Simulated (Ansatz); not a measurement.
# TiC3: the cost of one run

Program: Ansatz 0.2.0. Level of theory: DFT r2SCAN, scalar-relativistic, plane waves, PAW. These are calculated values, not measurements.

1 further run of the same task is left out (it didn't finish).

## 1. The starting structure

It takes space group Pm-3m (No. 221, cubic). Conventional cell: a = 3.314 Å, b = 3.314 Å, c = 3.314 Å, α = 90.00°, β = 90.00°, γ = 90.00°. Around Ti (site symmetry m-3m) lie 12 C at 2.34 Å. Around C (site symmetry 4/mmm) lie 4 Ti at 2.34 Å and 8 C at 2.34 Å.

As a file:

```xyz
4
Lattice="3.3140 0.0000 0.0000 0.0000 3.3140 0.0000 0.0000 0.0000 3.3140" Properties=species:S:1:pos:R:3 pbc="T T T"
Ti    0.0000    0.0000    0.0000
C     0.0000    1.6570    1.6570
C     1.6570    0.0000    1.6570
C     1.6570    1.6570    0.0000
```

(A quick probe on a coarse mesh, which set the mesh and smearing, is not shown.)

## 3. A loose first relaxation

The input, input.yaml:

```yaml
crystal:
  lattice:
    - [3.3139704858, 0.0, 0.0]
    - [0.0, 3.3139704858, 0.0]
    - [0.0, 0.0, 3.3139704858]
  atoms:
    - { symbol: Ti, position: [0.0, 0.0, 0.0] }
    - { symbol: C, position: [0.0, 0.5, 0.5] }
    - { symbol: C, position: [0.5, 0.0, 0.5] }
    - { symbol: C, position: [0.5, 0.5, 0.0] }
basis:
  ecutwfc: 500
kpoints:
  mp_grid: { grid: [6, 6, 6] }
hamiltonian:
  xc: r2scan
scf:
  occupations: { method: gaussian, width: 0.1 }
  lower_state_search: "off"
output:
  forces: true
  stress: true
  eigenvalues: true
relax:
  adjacent_minimum: "off"
  f_tol: 0.04
  max_steps: 70
  cell: { stress_tol: 0.4 }
```

Started as:

```
$ ansatz run input.yaml --threads 1 --pin off --max-ram 2560MiB --backend cpu --events-out ev --progress --plain --runs-dir out
```

**Question.** How long does this run take on 1 thread of AMD EPYC 7R43 (Zen 3), shared host, and how much memory does it need?

About 22 s, with a peak of 0.43 GiB.
